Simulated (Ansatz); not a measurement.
Here is an Ansatz input file for CH₅GeNOS, SMILES N[C]1(S)[O][GeH2]1. Write the same calculation for the Python package.

```yaml
crystal:
  periodic: [false, false, false]
  atoms:
    - { symbol: "N", position_ang: [-0.7986, 1.2109, 0.0872] }
    - { symbol: C, position_ang: [-0.3354, -0.0956, 0.2516] }
    - { symbol: S, position_ang: [-1.3791, -1.4938, -0.3163] }
    - { symbol: O, position_ang: [0.3296, -0.2655, 1.4522] }
    - { symbol: Ge, position_ang: [1.5742, -0.289, 0.1334] }
    - { symbol: H, position_ang: [-0.9826, 1.4219, -0.9512] }
    - { symbol: H, position_ang: [-1.7669, 1.294, 0.5209] }
    - { symbol: H, position_ang: [-1.1651, -1.123, -1.6635] }
    - { symbol: H, position_ang: [2.4465, 1.0022, 0.3915] }
    - { symbol: H, position_ang: [2.1606, -1.7133, 0.0971] }
basis:
  gaussian:
    orbitals: def2-SVPD
hamiltonian:
  xc: cam_b3lyp
output:
  orbitals: {}
```

The script, `energy_ch5genos.py`:
```python
"""Single point of CH5GeNOS."""

from pathlib import Path

import ansatz as az

molecule = (
    az.Crystal.molecule()
    .atom("N", (-0.7986, 1.2109, 0.0872))
    .atom("C", (-0.3354, -0.0956, 0.2516))
    .atom("S", (-1.3791, -1.4938, -0.3163))
    .atom("O", (0.3296, -0.2655, 1.4522))
    .atom("Ge", (1.5742, -0.289, 0.1334))
    .atom("H", (-0.9826, 1.4219, -0.9512))
    .atom("H", (-1.7669, 1.294, 0.5209))
    .atom("H", (-1.1651, -1.123, -1.6635))
    .atom("H", (2.4465, 1.0022, 0.3915))
    .atom("H", (2.1606, -1.7133, 0.0971))
)

base = (
    molecule.calculation()
    .basis(gaussian="def2-SVPD")
    .functional("cam_b3lyp")
    .orbitals()
)
result = base.run(runs_dir="runs")
data = result.report

for key in ("converged", "free_energy_ev", "reference_energy_ev", "n_frozen", "n_occupied", "n_virtual"):
    print(f"{key:22s} {data[key]}")

state = data["mean_field"]["state"]
print(f"mean field: {state['energy']['hartree']:.7f} Ha, <S^2> = {abs(state['spin_squared']):.4f}, stability: {state.get('stability', {}).get('kind')}")

lines = Path(data["orbitals_path"]).read_text().splitlines()
field_of = lambda key: [line.split("=")[1].strip() for line in lines if line.startswith(key)]
orbitals = [(27.211386 * float(e), s, float(n)) for e, s, n in zip(field_of("Ene="), field_of("Spin="), field_of("Occup="))]
homo = max(e for e, _, n in orbitals if n > 0.5)
lumo = min(e for e, _, n in orbitals if n < 0.5)
for e, spin, n in sorted(orbitals):
    if homo - 6 < e < lumo + 5:
        print(f"{spin:6s} {e:10.3f} eV  occupation {n:.0f}")
```

```console
$ python energy_ch5genos.py
converged              True
free_energy_ev         -71995.40004695102
reference_energy_ev    -71995.40004695102
n_frozen               0
n_occupied             [37, 37]
n_virtual              [131, 131]
mean field: -2645.7821515 Ha, <S^2> = 0.0000, stability: minimum
Alpha     -12.599 eV  occupation 2
Alpha     -12.047 eV  occupation 2
Alpha     -11.731 eV  occupation 2
Alpha     -10.216 eV  occupation 2
Alpha      -9.696 eV  occupation 2
Alpha      -8.595 eV  occupation 2
Alpha      -7.917 eV  occupation 2
Alpha      -0.473 eV  occupation 0
Alpha       0.514 eV  occupation 0
Alpha       0.990 eV  occupation 0
Alpha       1.306 eV  occupation 0
Alpha       1.666 eV  occupation 0
Alpha       1.948 eV  occupation 0
Alpha       2.244 eV  occupation 0
Alpha       2.390 eV  occupation 0
Alpha       2.765 eV  occupation 0
Alpha       3.126 eV  occupation 0
Alpha       3.407 eV  occupation 0
Alpha       3.591 eV  occupation 0
Alpha       3.918 eV  occupation 0
Alpha       4.006 eV  occupation 0
Alpha       4.336 eV  occupation 0
```

Reading the output:
- Total energies depend on the basis set; only differences at equal settings carry meaning.
- The geometry is a force-field or estimated start, not a minimum of this method, and the basis set is short of its limit.
- Alpha marks a spatial orbital of a restricted run, filled by both spins.
- Levels such as HOMO and LUMO are orbital energies: with these approximate functionals they aren't the ionisation energy and electron affinity, and their gap isn't the fundamental gap.
- Timing: 7.8 s on 1 thread of Intel(R) Xeon(R) 6975P-C (Granite Rapids) (shared host), peak memory 0.68 GiB.

(A comment or docstring line of the script was reworded after the run, the code is as it ran; lines on the test bed's own set-up are left out of the output.)
